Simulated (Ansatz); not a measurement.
CoBr, space group P6/mmm: a scan of the Hubbard U, run with the Python package of Ansatz (0.2.0).

`plus_u_cobr.py`
```python
"""DFT+U scan for CoBr."""

from dataclasses import dataclass
import warnings

import ansatz as az
import numpy as np


@dataclass(frozen=True)
class Options:
    occupations: str = "Fermi-Dirac"
    smearing_width: float = 0.05
    k_density: float = 5.1


opts = Options()


def count_gap(report):
    # lowest empty less highest filled band, counting bands; zero where they overlap
    return max(report.get("gap_by_band_count_ev") or 0.0, 0.0)

warnings.simplefilter("ignore", az.DeckWarning)

vectors = np.array([
    [3.497956, 0.0, 0.0],
    [-1.748978, 3.029319, 0.0],
    [0.0, 0.0, 4.502026],
])
xtal = (
    az.Lattice.of(vectors)
    .atom("Co", [0.0, 0.0, 0.0])
    .atom("Br", [0.0, 0.0, 0.5])
    .moments(Co=2.5)
)

calc = (
    xtal.calculation()
    .occupations(opts.occupations, width=opts.smearing_width)
    .kpoints(density=opts.k_density)  # the mesh must be finer for metals
    .functional(az.Functional.PBE)
    .spin(az.SpinTreatment.COLLINEAR)
    .band_table()  # levels at the mesh points
)
rows = []
for u in [2.0, 4.0, 6.0, 8.0]:
    rep = calc.hubbard("Co", "d", u_eff=u).run().report
    shell = rep["hubbard"]["n_scf"]
    rows.append((u, count_gap(rep), sum(shell) / len(shell), max(abs(m) for m in rep["site_moments_mub"]), rep["n_iterations"]))
print("      U_eff eV  gap by band count eV  Co d occupation (projector)  largest moment muB      iterations")
for row in rows:
    print(f"{str(row[0]):>14s}  {row[1]:20.3f}  {row[2]:27.4f}  {row[3]:18.3f}  {row[4]:14d}")
```

What does raising U do here?

From U = 2 to 8 eV the largest site moment goes from 1.88 to 1.83 μB.

The run itself:

Output of `python plus_u_cobr.py`:
```text
      U_eff eV  gap by band count eV  Co d occupation (projector)  largest moment muB      iterations
           2.0                 0.000                       7.7632               1.883               2
           4.0                 0.000                       7.7851               1.863               2
           6.0                 0.000                       7.8124               1.839               2
           8.0                 0.000                       7.8331               1.831               2
```

Notes:
- The magnetic order follows from the starting moments and needn't be the lowest.
- A gap by band count of zero or less means overlapping bands, a metal.
- The structure comes from a database of computed cells and needn't be a stable or known phase.
- Gaps and levels are Kohn-Sham values on a finite set of k-points, without spin-orbit coupling.
- Shell occupations and the effect of U depend on the projectors; a run with no .spin step is spin-unpolarised, and each U may end in a state that isn't the lowest.
- The script silences the warnings on its input, which a real study should read.
- Run time: 6.4 min on 1 thread of Intel(R) Xeon(R) Platinum 8488C (Sapphire Rapids), with other jobs on the host, peak memory 1.3 GiB.
